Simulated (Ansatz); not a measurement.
**In₂H₆O₂: a ladder of functionals and wavefunction methods**

An exercise on one series of results from a longer session: the logs are not shown, and one member is left open.

Computed with Ansatz 0.2.0, Gaussian basis. Level: functionals in def2-TZVPP, the program's frozen cores in correlated methods.

Plan: LDA (SPW92), PBE-D4, revPBE-D4, BLYP-D4, r2SCAN-D4, B97M-V, PBE0-D4, B3LYP-D4, r2SCANh-D4, r2SCAN0-D4, HSE06-D4, BHLYP-D4, CAM-B3LYP-D4, LC-ωPBE, ωB97X-V, ωB97M-V, B2PLYP, PBE-QIDH; CCSD(T)/def2-SVP; CCSD(T)/def2-TZVPP; MP2/def2-QZVPP; extrapolation to the limit; RPA on PBE.

### The geometry

The geometry comes from an earlier relaxation with PBE0-D4 in a triple-zeta def2 set; it is a stationary point, not always the lowest conformer. In takes the def2 core potential; no spin-orbit term is included.

SMILES `[OH+]1[InH2-][OH+][InH2-]1`, 10 atoms, charge 0, spin multiplicity 1.

Atoms are counted from 1 here; the program's logs count them from 0.

Bond lengths: O1–In2 2.165 Å, O1–In4 2.165 Å, O1–H5 0.960 Å, In2–O3 2.165 Å, In2–H6 1.712 Å, In2–H7 1.712 Å, O3–In4 2.165 Å, O3–H8 0.960 Å, In4–H9 1.712 Å, In4–H10 1.712 Å. Angles: In2–O1–In4 101.0°, In2–O1–H5 114.6°, In4–O1–H5 114.5°, O1–In2–O3 79.0°, O1–In2–H6 105.1°, O1–In2–H7 109.0°, O3–In2–H6 109.0°, O3–In2–H7 105.1°, H6–In2–H7 135.3°, In2–O3–In4 101.0°, In2–O3–H8 114.6°, In4–O3–H8 114.6°, O1–In4–O3 79.0°, O1–In4–H9 109.0°, O1–In4–H10 105.1°, O3–In4–H9 105.1°, O3–In4–H10 109.0°, H9–In4–H10 135.3°.

The first run:

in.yaml reads:

```yaml
crystal:
  periodic: [false, false, false]
  atoms:
    - {symbol: O, position_ang: [-0.710376, 0.825881, -0.843139]}
    - {symbol: In, position_ang: [1.091686, -0.311275, -1.224916]}
    - {symbol: O, position_ang: [0.711665, -0.823909, 0.843745]}
    - {symbol: In, position_ang: [-1.092549, 0.310342, 1.224368]}
    - {symbol: H, position_ang: [-0.631013, 1.767238, -1.011160]}
    - {symbol: H, position_ang: [2.347349, 0.850431, -1.290049]}
    - {symbol: H, position_ang: [0.685822, -1.715851, -2.115322]}
    - {symbol: H, position_ang: [0.634948, -1.765049, 1.014162]}
    - {symbol: H, position_ang: [-2.347084, -0.852742, 1.285769]}
    - {symbol: H, position_ang: [-0.690457, 1.714923, 2.116532]}
basis:
  gaussian: {orbitals: def2-TZVPP}
hamiltonian: {xc: lda}
output: {orbitals: {seedname: orbitals}}
```

Command:

```sh
$ ansatz run in.yaml --threads 4 --pin off --events-out ev --progress --plain --max-ram 10444MiB
```

Among the steps run: LDA; PBE-D4 (GGA); revPBE-D4 (GGA); BLYP-D4 (GGA); r2SCAN-D4 (meta-GGA); B97M-V (meta-GGA); B3LYP-D4 (hybrid); r2SCANh-D4 (hybrid); r2SCAN0-D4 (hybrid); HSE06-D4 (hybrid); BHLYP-D4 (hybrid); CAM-B3LYP-D4 (range-separated); LC-ωPBE (range-separated); ωB97X-V (range-separated); ωB97M-V (range-separated); B2PLYP (double hybrid); PBE-QIDH (double hybrid).

One of the session's tables, all rows but one given; the rest of the session is left out.

It belongs to the step «Orbital energies across the functionals». 

```
  functional  HOMO (eV)  gap (eV)
 LDA (SPW92)      -6.64      4.75
      PBE-D4      -6.54      4.88
   revPBE-D4      -6.50      4.93
     BLYP-D4      -6.46      4.84
   r2SCAN-D4      -6.87      5.62
      B97M-V      -7.01      5.39
     PBE0-D4          ?         ?
    B3LYP-D4      -7.69      6.48
  r2SCANh-D4      -7.36      6.35
  r2SCAN0-D4      -8.09      7.41
    HSE06-D4      -7.48      6.18
    BHLYP-D4      -9.12      8.76
CAM-B3LYP-D4      -9.26      9.02
     LC-ωPBE     -10.58     11.38
     ωB97X-V     -10.26     10.93
     ωB97M-V     -10.11     10.38
```

**Question.** Estimate the row for PBE0-D4.

As computed: HOMO (eV): -7.88; gap (eV): 6.93. In the column «HOMO (eV)» it lies between r2SCAN0-D4 (-8.09) and B3LYP-D4 (-7.69).
